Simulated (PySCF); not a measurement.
# InH3 (SMILES [H][In]([H])[H]) at QCISD(T)/LANL2DZ (core potential)

What is the energy change on altering one bond length of InH3 at QCISD(T)/LANL2DZ (core potential)? Input form: a Python script.

Program for the calculation: PySCF 2.14.0.

6 further runs of the same task are left out: 6 set aside as unsound or not needed.

## (1) The structure to begin with

The species is InH3 (4 atoms), meant as a singlet with charge 0. SMILES: `[H][In]([H])[H]`. Geometry: a GFN2-xTB relaxation, a rough one for these elements and not checked as a minimum.

Bond lengths: In1–H2 1.719 Å, In1–H3 1.719 Å, In1–H4 1.718 Å. Angles: H2–In1–H3 120.0°, H2–In1–H4 120.1°, H3–In1–H4 119.9°.

## (2) The energy at QCISD(T)/LANL2DZ (core potential)

The input, mol.xyz:

```xyz
4

In     0.000640    -0.000740    -0.000540
H      1.718930    -0.027790     0.013510
H     -0.834510     1.501400    -0.017780
H     -0.885060    -1.472880     0.004810
```

The input, job.py:

```python
from pyscf import gto, cc

mol = gto.Mole()
mol.atom = 'mol.xyz'
mol.basis = 'lanl2dz'
mol.max_memory = 1860
mol.spin = 0
mol.verbose = 4
mol.ecp = {'In': 'lanl2dz'}
mol.charge = 0
mol.build()

mf = mol.RHF()
mf.conv_tol = 1e-10
mf.kernel()
if not mf.converged:
    mf = mf.newton().run(mf.mo_coeff, mf.mo_occ)

mycc = cc.QCISD(mf)
mycc.kernel()
e_t = mycc.qcisd_t()
e_tot = mycc.e_tot + e_t
print('Final energy', e_tot)
```

Started as:

```sh
$ OMP_NUM_THREADS=1 python job.py
```

The log of the run:

```text
PySCF version 2.14.0

[INPUT] num. atoms = 4
[INPUT] num. electrons = 6
[INPUT] charge = 0
[INPUT] spin (= nelec alpha-beta = 2S) = 0
[INPUT] symmetry False subgroup None
[INPUT] Mole.unit = angstrom
[INPUT] Symbol           X                Y                Z      unit          X                Y                Z       unit  Magmom
[INPUT]  1 In     0.000640000000  -0.000740000000  -0.000540000000 AA    0.001209424720  -0.001398397332  -0.001020452107 Bohr   0.0
[INPUT]  2 H      1.718930000000  -0.027790000000   0.013510000000 AA    3.248306927299  -0.052515489002   0.025530199943 Bohr   0.0
[INPUT]  3 H     -0.834510000000   1.501400000000  -0.017780000000 AA   -1.576995348211   2.837234803422  -0.033599330495 Bohr   0.0
[INPUT]  4 H     -0.885060000000  -1.472880000000   0.004810000000 AA   -1.672521003808  -2.783339814349   0.009089582659 Bohr   0.0

nuclear repulsion = 3.30479064964166
number of shells = 10
number of NR pGTOs = 24
number of NR cGTOs = 14
basis = lanl2dz
ecp = {'In': 'lanl2dz'}

******** <class 'pyscf.scf.hf.RHF'> ********
method = RHF
initial guess = minao
damping factor = 0
level_shift factor = 0
DIIS = <class 'pyscf.scf.diis.CDIIS'>
diis_start_cycle = 1
diis_space = 8
diis_damp = 0
SCF conv_tol = 1e-10
SCF conv_tol_grad = None
SCF max_cycles = 50
direct_scf = True
direct_scf_tol = 1e-13
Set gradient conv threshold to 1e-05
Initial guess from minao.
init E= 5.7120906967701
  HOMO = -0.239698656829676  LUMO = 0.0588770352072082  gap/eV = 8.12466
cycle= 1 E= -3.45510905213843  delta_E= -9.17  |g|= 0.307  |ddm|=  2.2
  HOMO = -0.416390921423085  LUMO = 0.00423200980663185  gap/eV = 11.44573
cycle= 2 E= -3.47693346764465  delta_E= -0.0218  |g|= 0.0265  |ddm|= 0.326
  HOMO = -0.410394673388148  LUMO = 0.0178422597747764  gap/eV = 11.65292
cycle= 3 E= -3.47745543355467  delta_E= -0.000522  |g|= 0.0044  |ddm|= 0.0589
  HOMO = -0.40902160763021  LUMO = 0.0195236633921124  gap/eV = 11.66131
cycle= 4 E= -3.47747287944125  delta_E= -1.74e-05  |g|= 0.000434  |ddm|= 0.0126
  HOMO = -0.409093200029299  LUMO = 0.0194387957434434  gap/eV = 11.66095
cycle= 5 E= -3.47747306267402  delta_E= -1.83e-07  |g|= 2.9e-05  |ddm|= 0.00132
  HOMO = -0.409109462265081  LUMO = 0.0194300700740344  gap/eV = 11.66115
cycle= 6 E= -3.47747306346019  delta_E= -7.86e-10  |g|= 2.11e-06  |ddm|= 8.29e-05
  HOMO = -0.409109968274816  LUMO = 0.0194299408354826  gap/eV = 11.66116
cycle= 7 E= -3.47747306346486  delta_E= -4.66e-12  |g|= 1.54e-07  |ddm|= 7.98e-06
  HOMO = -0.409109944536521  LUMO = 0.0194299440664435  gap/eV = 11.66116
Extra cycle  E= -3.47747306346487  delta_E= -1.42e-14  |g|= 3.92e-08  |ddm|= 4.01e-07
converged SCF energy = -3.47747306346487

******** <class 'pyscf.cc.qcisd.QCISD'> ********
QCISD nocc = 3, nmo = 14
max_cycle = 50
direct = 0
conv_tol = 1e-07
conv_tol_normt = 1e-05
diis_space = 6
diis_start_cycle = 0
diis_start_energy_diff = 1e+09
Init t2, MP2 energy = -3.51671916590124  E_corr(MP2) -0.0392461024363724
Init E_corr(QCISD) = -0.0392461024363734
cycle = 1  E_corr(QCISD) = -0.0501239214464513  dE = -0.010877819  norm(t1,t2) = 0.0395554
cycle = 2  E_corr(QCISD) = -0.0539108326048802  dE = -0.00378691116  norm(t1,t2) = 0.0173099
cycle = 3  E_corr(QCISD) = -0.0565639313538206  dE = -0.00265309875  norm(t1,t2) = 0.00795303
cycle = 4  E_corr(QCISD) = -0.0564891476641457  dE = 7.47836897e-05  norm(t1,t2) = 0.000856626
cycle = 5  E_corr(QCISD) = -0.0564827014043122  dE = 6.44625983e-06  norm(t1,t2) = 0.000208902
cycle = 6  E_corr(QCISD) = -0.0564855849704129  dE = -2.8835661e-06  norm(t1,t2) = 6.72687e-05
cycle = 7  E_corr(QCISD) = -0.0564841663197816  dE = 1.41865063e-06  norm(t1,t2) = 2.00961e-05
cycle = 8  E_corr(QCISD) = -0.056484473814096  dE = -3.07494314e-07  norm(t1,t2) = 3.46616e-06
cycle = 9  E_corr(QCISD) = -0.0564845334584309  dE = -5.96443349e-08  norm(t1,t2) = 9.16211e-07
QCISD converged
E(QCISD) = -3.533957596923301  E_corr = -0.05648453345843085
QCISD(T) correction = -0.000624725302565339
Final energy -3.5345823222258663
```

Wall time 0.89 s (1 thread of Arm Neoverse V1, shared host); peak memory 0.12 GiB.

## (3) The distorted shape at the same level

The input, start.xyz:

```xyz
4
H3In
In     0.167654    -0.301139     0.002908
H      1.885944    -0.328189     0.016958
H     -0.834510     1.501400    -0.017780
H     -0.718046    -1.773279     0.008258
```

The input, input.py:

```python
from pyscf import gto, scf, cc

mol = gto.Mole()
mol.atom = 'start.xyz'
mol.basis = 'lanl2dz'
mol.spin = 0
mol.ecp = {'In': 'lanl2dz'}
mol.verbose = 3
mol.max_memory = 1860
mol.build()

hf = scf.RHF(mol)
hf.conv_tol = 1e-10
hf.kernel()
if not hf.converged:
    hf = hf.newton().run(hf.mo_coeff, hf.mo_occ)

mycc = cc.QCISD(hf)
mycc.kernel()
e_t = mycc.qcisd_t()
energy = mycc.e_tot + e_t
print(f'total energy: {energy:.8f} hartree')
```

Started as:

```sh
$ OMP_NUM_THREADS=1 python input.py
```

The log of the run:

```text
converged SCF energy = -3.46020192677414
E(QCISD) = -3.522064289673497  E_corr = -0.06186236289936149
QCISD(T) correction = -0.000783831080070026
total energy: -3.52284812 hartree
```

It took 0.77 s on 1 thread of Arm Neoverse V1, shared host; peak memory 0.12 GiB.

## (4) What came out

At QCISD(T)/LANL2DZ (core potential):

```
                                                          quantity        value
                                         first shape: total energy  -3.53458 Eh
                 first shape: dipole moment (Hartree–Fock density)       0.01 D
                  first shape: HOMO energy (Hartree–Fock orbitals)    -11.13 eV
                  first shape: LUMO energy (Hartree–Fock orbitals)      0.53 eV
                first shape: HOMO–LUMO gap (Hartree–Fock orbitals)     11.66 eV
                                   first shape: correlation energy    -57.1 mEh
                                       first shape: (T) correction    -0.62 mEh
                                        first shape: T1 diagnostic        0.011
                                     distorted shape: total energy  -3.52285 Eh
             distorted shape: dipole moment (Hartree–Fock density)       0.72 D
              distorted shape: HOMO energy (Hartree–Fock orbitals)    -10.33 eV
              distorted shape: LUMO energy (Hartree–Fock orbitals)      0.42 eV
            distorted shape: HOMO–LUMO gap (Hartree–Fock orbitals)     10.76 eV
                               distorted shape: correlation energy    -62.6 mEh
                                   distorted shape: (T) correction    -0.78 mEh
                                    distorted shape: T1 diagnostic        0.013
energy change with the In1–H3 bond stretched from 1.719 to 2.063 Å     0.319 eV
```

**Reading.** With the In1–H3 bond stretched from 1.719 to 2.063 Å the energy rises by 0.32 eV (30.8 kJ/mol). The first shape isn't relaxed at this level, so the change isn't measured from a minimum. Mulliken charges (first shape) of the mean-field density run from -0.21 on H3 to +0.64 on In1. The triples (first shape) make up 1.1 % of the correlation energy. Mulliken charges (distorted shape) of the mean-field density run from -0.21 on H3 to +0.61 on In1. The triples (distorted shape) make up 1.3 % of the correlation energy.
